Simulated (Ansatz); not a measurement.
# B₂Cl₂H₄S₂: small, medium and large basis sets

An exercise on one series of results from a longer session: the logs are not shown, and one member is left open.

Program: Ansatz 0.2.0, Gaussian basis. Level of theory: one geometry, several basis sets. These are calculated values, not measurements.

Plan: PBE0-D4/def2-SVP; ωB97M-V/def2-SVP; PBE0-D4/def2-QZVPP; ωB97M-V/def2-QZVPP; the functionals' def2-TZVPP values are taken from earlier runs.

### Structure used throughout

An earlier PBE0-D4 in a triple-zeta def2 set relaxation fixed the geometry.

SMILES `Cl[B@H-]1[SH+][B@@H-](Cl)[SH+]1`, 10 atoms, charge 0, spin multiplicity 1.

Atoms are counted from 1 here; the program's logs count them from 0.

Bond lengths: Cl1–B2 1.795 Å, B2–S3 1.967 Å, B2–S6 1.979 Å, B2–H7 1.194 Å, S3–B4 1.967 Å, S3–H8 1.347 Å, B4–Cl5 1.795 Å, B4–S6 1.979 Å, B4–H9 1.194 Å, S6–H10 1.344 Å. Angles: Cl1–B2–S3 114.0°, Cl1–B2–S6 113.8°, Cl1–B2–H7 116.6°, S3–B2–S6 94.4°, S3–B2–H7 106.6°, S6–B2–H7 108.9°, B2–S3–B4 81.7°, B2–S3–H8 97.0°, B4–S3–H8 97.0°, S3–B4–Cl5 114.0°, S3–B4–S6 94.4°, S3–B4–H9 106.6°, Cl5–B4–S6 113.8°, Cl5–B4–H9 116.6°, S6–B4–H9 108.9°, B2–S6–B4 81.1°, B2–S6–H10 100.1°, B4–S6–H10 100.1°.

Set-up of the first run:

Input file in.yaml:

```yaml
crystal:
  periodic: [false, false, false]
  atoms:
    - {symbol: Cl, position_ang: [-2.216281, 1.515363, 1.005702]}
    - {symbol: B, position_ang: [-0.709756, 0.542515, 0.930866]}
    - {symbol: S, position_ang: [-0.930290, -1.211453, 0.067493]}
    - {symbol: B, position_ang: [0.827424, -0.743383, -0.682047]}
    - {symbol: Cl, position_ang: [1.033895, -1.203529, -2.404629]}
    - {symbol: S, position_ang: [0.602123, 1.202240, -0.396368]}
    - {symbol: H, position_ang: [-0.148267, 0.345489, 1.965562]}
    - {symbol: H, position_ang: [-1.671460, -0.789148, -0.975546]}
    - {symbol: H, position_ang: [1.645538, -1.155092, 0.083376]}
    - {symbol: H, position_ang: [1.650277, 1.445798, 0.408392]}
basis:
  gaussian: {orbitals: def2-SVP}
hamiltonian: {xc: pbe0, dispersion: d4}
output: {orbitals: {seedname: orbitals}}
```

Steps of the session up to this table: PBE0-D4 in def2-SVP; ωB97M-V in def2-SVP; PBE0-D4 in def2-QZVPP; ωB97M-V in def2-QZVPP.

One of the session's tables, all rows but one given; the rest of the session is left out.

It belongs to the step «Density functionals: the series». 

| functional | basis | HOMO (eV) |
| --- | --- | --- |
| PBE0-D4 | def2-SVP | ? |
| PBE0-D4 | def2-TZVPP | -8.16 |
| PBE0-D4 | def2-QZVPP | -8.19 |
| ωB97M-V | def2-SVP | -10.18 |
| ωB97M-V | def2-TZVPP | -10.34 |
| ωB97M-V | def2-QZVPP | -10.38 |

Q: Estimate the row for PBE0-D4, def2-SVP from the others.

As computed: HOMO (eV): -8.04. In the column «HOMO (eV)» it is the highest.
